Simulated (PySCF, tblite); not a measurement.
# C6H5F2N: geometry, infrared bands and NMR shifts

Wanted: the infrared bands and NMR shifts of C6H5F2N (`C#CC(F)(F)CCC#N`), by calculation.

Programs: tblite 0.8.0 and PySCF 2.14.0, with density-fitted response routines of our own. Each step states its level of theory. These are calculated values for one molecule in the gas phase, unless marked as measured. Atoms are numbered from 0 throughout.

## (1) Starting geometry

14 atoms, charge 0, multiplicity 1; geometry from: force field or distance geometry start.

Bonds of the start (Å): C0–C1 1.19, C1–C2 1.47, C2–F3 1.37, C2–F4 1.36, C2–C5 1.50, C5–C6 1.53, C6–C7 1.47, C7–N8 1.16, C0–H9 1.08, C5–H10 1.10, C5–H11 1.10, C6–H12 1.10, C6–H13 1.09.

## (2) Relaxing the molecule with GFN2-xTB

The job: settings as JSON, then the geometry in Å.

```
{"job": {"kind": "relax", "xc": "GFN2-xTB", "basis": "xTB"}, "charge": 0, "multiplicity": 1}
C     -3.260600    -0.007900     0.485500
C     -2.161200     0.292700     0.130400
C     -0.792600     0.644800    -0.280000
F     -0.774400     0.751600    -1.645200
F     -0.501900     1.877700     0.209400
C      0.240700    -0.347100     0.172900
C      1.631600     0.089200    -0.300900
C      2.657400    -0.868100     0.147800
N      3.452800    -1.641100     0.498800
H     -4.263600    -0.259500     0.794200
H      0.013700    -1.346100    -0.222500
H      0.234300    -0.426600     1.272400
H      1.867400     1.080800     0.108300
H      1.655700     0.159300    -1.393200
```

Run with:

```sh
> OMP_NUM_THREADS=1 python probes_run.py task.json out
```

One launch serves the whole session: the jobs run in the order shown.

**Question.** This job is followed by: GFN2-xTB harmonic vibrations, gas phase; GIAO PBE0/pcSseg-1 NMR shielding, non-relativistic, gas phase. Predict these results of the whole session: strongest single infrared mode (GFN2-xTB); zero-point energy (GFN2-xTB); ¹³C shifts against TMS (PBE0/pcSseg-1); ¹H shifts against TMS (PBE0/pcSseg-1, means over atoms taken as alike); ¹⁹F shifts against CFCl3 (PBE0/pcSseg-1, means over atoms taken as alike); ¹⁵N shifts against NH3 (PBE0/pcSseg-1).

The runs gave:

| quantity | value |
| --- | --- |
| strongest single infrared mode (GFN2-xTB) | 2418 cm⁻¹, 200 km/mol |
| zero-point energy (GFN2-xTB) | 58.5 kcal/mol |
| ¹³C shifts against TMS (PBE0/pcSseg-1) | 122.7, 117.2, 85.5, 80.9, 42.6, 10.5 ppm |
| ¹H shifts against TMS (PBE0/pcSseg-1, means over atoms taken as alike) | 2.62, 2.40, 2.34 ppm |
| ¹⁹F shifts against CFCl3 (PBE0/pcSseg-1, means over atoms taken as alike) | -114.0 ppm |
| ¹⁵N shifts against NH3 (PBE0/pcSseg-1) | 301.5 ppm |

What this shows: Over 33 steps the energy fell by 0.098 eV; of the close pairs, C6–C7 changed most, 1.473 to 1.441 Å. All 36 modes are real, so the xTB geometry is a minimum. The strongest single mode, at 2418 cm⁻¹, moves mainly C7 and N8. Unscaled tight-binding wavenumbers are off by several per cent, some by more. Its intensities can rank the bands wrongly. C7 (nitrile carbon) lies farthest downfield among carbon, at 122.7 ppm; this is the usual window of a C≡N carbon, which has no attached hydrogen. At PBE0/pcSseg-1: Shielding is most anisotropic at N8 (span 508 ppm, paramagnetic term -373 ppm).
